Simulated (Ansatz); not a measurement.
# ClFH₆O₂Si₃: up Jacob's ladder to CCSD(T)

The task here is to estimate one member of a computed series from the others.

Program: Ansatz 0.2.0, Gaussian basis. Level of theory: functionals in def2-TZVPP, the program's frozen cores in correlated methods. These are calculated values, not measurements.

The runs, in order: PBE-D4, r2SCAN-D4, PBE0-D4, B3LYP-D4, ωB97X-V, ωB97M-V, B2PLYP; CCSD(T)/def2-TZVPP; MP2/def2-QZVPP; extrapolation to the limit.

### The geometry

All runs share one geometry, relaxed beforehand with PBE0-D4 in a triple-zeta def2 set.

SMILES `F[Si](Cl)(O[SiH3])O[SiH3]`, 13 atoms, charge 0, spin multiplicity 1.

Atoms are counted from 1 here; the program's logs count them from 0.

Bond lengths: F1–Si2 1.578 Å, Si2–Cl3 2.032 Å, Si2–O4 1.597 Å, Si2–O6 1.600 Å, O4–Si5 1.643 Å, Si5–H8 1.483 Å, Si5–H9 1.481 Å, Si5–H10 1.483 Å, O6–Si7 1.645 Å, Si7–H11 1.483 Å, Si7–H12 1.483 Å, Si7–H13 1.481 Å. Angles: F1–Si2–Cl3 107.4°, F1–Si2–O4 108.2°, F1–Si2–O6 109.2°, Cl3–Si2–O4 110.7°, Cl3–Si2–O6 110.2°, O4–Si2–O6 110.9°, Si2–O4–Si5 151.0°, O4–Si5–H8 109.6°, O4–Si5–H9 107.7°, O4–Si5–H10 109.3°, H8–Si5–H9 110.3°, H8–Si5–H10 109.8°, H9–Si5–H10 110.1°, Si2–O6–Si7 149.3°, O6–Si7–H11 109.6°, O6–Si7–H12 109.5°, O6–Si7–H13 107.5°, H11–Si7–H12 109.9° and more.

The first run:

File in.yaml:

```yaml
crystal:
  periodic: [false, false, false]
  atoms:
    - {symbol: F, position_ang: [-0.906531, 0.354886, 2.304581]}
    - {symbol: Si, position_ang: [-0.645593, 0.142068, 0.763395]}
    - {symbol: Cl, position_ang: [-2.411455, -0.400001, -0.083675]}
    - {symbol: O, position_ang: [-0.126208, 1.521350, 0.149420]}
    - {symbol: Si, position_ang: [-0.001014, 2.581140, -1.099992]}
    - {symbol: O, position_ang: [0.440720, -1.015834, 0.567623]}
    - {symbol: Si, position_ang: [0.797887, -2.618431, 0.469032]}
    - {symbol: H, position_ang: [-1.306740, 2.687485, -1.795434]}
    - {symbol: H, position_ang: [0.390852, 3.894495, -0.539278]}
    - {symbol: H, position_ang: [1.035502, 2.101228, -2.046515]}
    - {symbol: H, position_ang: [-0.150044, -3.282147, -0.458678]}
    - {symbol: H, position_ang: [0.700939, -3.232012, 1.815432]}
    - {symbol: H, position_ang: [2.181674, -2.734238, -0.045902]}
basis:
  gaussian: {orbitals: def2-TZVPP}
hamiltonian: {xc: pbe, dispersion: d4}
output: {forces: true, orbitals: {seedname: orbitals}}
```

Run with:

```
> ansatz run in.yaml --threads 2 --pin off --events-out ev --progress --plain --max-ram 22528MiB --backend cuda --devices 0, --max-vram 18GiB
```

Steps of the session up to this table: PBE-D4 (GGA); r2SCAN-D4 (meta-GGA); PBE0-D4 (hybrid); B3LYP-D4 (hybrid); ωB97X-V (range-separated); ωB97M-V (range-separated); B2PLYP (double hybrid); CCSD(T) in def2-TZVPP; MP2 in def2-QZVPP.

One table of the session follows, with a row left open; its other results are not shown here.

```
            method  atomisation energy (kJ/mol)
            PBE-D4                       4815.2
         r2SCAN-D4                       4850.5
           PBE0-D4                       4761.4
          B3LYP-D4                       4814.9
           ωB97X-V                       4875.1
           ωB97M-V                       4861.5
            B2PLYP                       4782.0
     HF/def2-TZVPP                            ?
    MP2/def2-TZVPP                       4838.3
   CCSD/def2-TZVPP                       4668.5
CCSD(T)/def2-TZVPP                       4727.9
           MP2/CBS                       4988.7
       CCSD(T)/CBS                       4878.3
```

Estimate the missing values for HF/def2-TZVPP.

The run gave: atomisation energy (kJ/mol): 3660.7. In the column «atomisation energy (kJ/mol)» it is the lowest.
